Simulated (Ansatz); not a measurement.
Predict the output of the script below (Ansatz 0.2.0, Python API).

`run_tae.py`
```python
from collections import Counter
from dataclasses import dataclass

import ansatz as az


@dataclass(frozen=True)
class Options:
    basis_set: str = "def2-SVP"
    level: str = "ccsd_t"


opts = Options()


def energy_of(molecule, charge=0, unpaired=0):
    calc = (
        molecule.calculation()
        .basis(gaussian=opts.basis_set)
        .correlation(opts.level)
    )
    if charge:
        calc = calc.charge(charge)
    if unpaired:
        calc = calc.spin("collinear", total=unpaired)
    report = calc.run(threads=1, backend="cpu").report
    if report["published_state_doubts"]:
        print("  doubts:", report["published_state_doubts"])
    return report["free_energy_ev"]

f2sn = (
    az.Crystal.molecule()
    .atom("F", [-1.3545, 0.3937, -0.7069])
    .atom("Sn", [0.2787, 0.641, 0.225])
    .atom("F", [1.0648, -1.0995, 0.4687])
)

unpaired = {"F": 1, "Sn": 2}
counts = Counter(site.symbol for site in f2sn.cartesian_sites)
atom_energy = {s: energy_of(az.Crystal.molecule().atom(s, (0, 0, 0)), 0, unpaired[s]) for s in counts}
whole = energy_of(f2sn, 0, 0)
for s, e in atom_energy.items():
    print(f"{s:2s} x{counts[s]}  {e:14.5f} eV")
print(f"F2Sn: {whole:.5f} eV")
split = sum(counts[s] * e for s, e in atom_energy.items()) - whole
print(f"atomisation energy (no zero-point term): {23.060548 * split:.1f} kcal/mol, {split / sum(counts.values()):.3f} eV an atom")
```

`python run_tae.py` gives:
```text
F  x2     -2705.75648 eV
Sn x1     -5807.13565 eV
F2Sn: -11227.71563 eV
atomisation energy (no zero-point term): 209.1 kcal/mol, 3.022 eV an atom
```

209.1 kcal/mol from the electronic energies, without the zero-point term.

Notes:
- Total energies depend on the basis set; only differences at equal settings carry meaning.
- The geometry is a force-field or estimated start, not a minimum of this method, and the basis set is short of its limit. All parts are taken at fixed geometry, without zero-point energy.
- def2 sets replace the cores of elements past krypton by effective core potentials.
- In double-zeta sets correlated atomisation energies come out some 10 to 15 % low.
- The spin-orbit lowering of heavy atoms is left out.
- Hardware and time: 1.6 s on 1 thread of Intel(R) Xeon(R) 6975P-C (Granite Rapids) (shared host), peak memory 0.19 GiB.

(Lines on the test bed's own set-up are left out of the output.)
